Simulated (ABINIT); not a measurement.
Crystal: Y3F.

```
Y F
1.0
     4.81751    0.00000    0.00000
     0.00000    4.81751    0.00000
     0.00000    0.00000    4.81751
Y F
3 1
Cartesian
  0.0000 2.4088 2.4088
  2.4088 0.0000 2.4088
  2.4088 2.4088 0.0000
  0.0000 0.0000 0.0000
```

The cell was built by a generator and needn't be a form met in nature.

Base run:

```yaml
Program: ABINIT 10.8.3 (patched build)
Functional: revPBE
Potentials_or_basis: Ansatz PAW PBE default generated set, frozen core
Cutoff: 435 eV
k_mesh: 4 × 4 × 4
Occupations: fermi-dirac, width 0.05 eV
Spin: no spin polarisation
```

Its results: band gap on the k mesh none (metal or under the smearing width); pressure 1.0 GPa.

Q: The run is repeated on the same cell with these changes: functional from revPBE to LDA; potentials or basis from Ansatz PAW PBE default generated set, frozen core to PseudoDojo NC SR LDA v0.4.1 standard; cutoff from 435 eV to 1143 eV. What comes out?

A: Band gap on the k mesh none (metal or under the smearing width); pressure -3.8 GPa.

Caveats: the PAW data sets were made with another functional, which shifts forces and pressure a little (some runs).

Not every run made on this cell is shown here.
